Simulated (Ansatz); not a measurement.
Runs of Ansatz 0.2.0 on Hf2Pd2Se2Br2O3. It takes space group P-3m1 (No. 164, trigonal). The conventional cell has a = 3.726 Å, b = 3.726 Å, c = 17.009 Å, α = 90.00°, β = 90.00°, γ = 120.00°. Around Hf (site symmetry 3m) lie 7 O at 2.15 to 2.43 Å. Pd (site symmetry 3m) is surrounded by 3 Se at 2.51 Å and 3 Br at 2.70 Å. Se (site symmetry 3m) has 3 Pd at 2.51 Å and 1 Hf at 2.73 Å as nearest neighbours. Br (site symmetry 3m) has 3 Pd at 2.70 Å as nearest neighbours. Around O (site symmetry 3m) lie 4 Hf at 2.15 to 2.37 Å. Around O (site symmetry -3m) lie 6 Hf at 2.43 Å and 6 O at 2.48 Å. The cell was built by a generator and needn't be a form met in nature.

| task | level | potentials or basis | U | cutoff (eV) | hubbard projectors | double counting | gap on the mesh (eV) | pressure (GPa) | largest force (eV/Å) |
| --- | --- | --- | --- | --- | --- | --- | --- | --- | --- |
| electric field gradients | PBE | Ansatz PAW | - | 420 | - | - | none | 0.0 | (a) |
| projected density of states | PBE+U | Ansatz PAW | Hf d U = 6 eV, Pd d U = 6 eV | 420 | ortho-atomic (the default) | fll (the default) | none | 3.6 | 1.37 |
| single point | PBE | SPMS NC | - | 1034 | - | - | none | -0.3 | (c) |
| single point | PBE | Ansatz NC | - | 1240 | - | - | none | 0.0 | 0.04 |
| projected density of states | PBE+U | Ansatz PAW | Hf d U = 4 eV, Pd d U = 4 eV | 420 | ortho-atomic (the default) | fll (the default) | none | 2.2 | (b) |

Alike in all rows: no spin polarisation; cell as given; k mesh 8 × 8 × 2; smearing fermi-dirac 0.05 eV.

Question: Fill in the values left out.

Answer: (a) 0.05; (b) 0.79; (c) 0.09.

Caveats: this functional lacks dispersion, which binds the layers, so the pressure and a relaxed spacing across them are unreliable; U without spin polarisation on a metal has little footing (some runs); forces of over 1 eV/Å show positions far from the minimum, so gaps and moduli don't describe the material at rest (some runs).

A k mesh can miss the band edges, and the runs leave out spin-orbit coupling on Br, Hf, Pd, Se.

A gap of «none» marks a metal or a gap under the smearing width.

Not every run made on this cell is shown here.
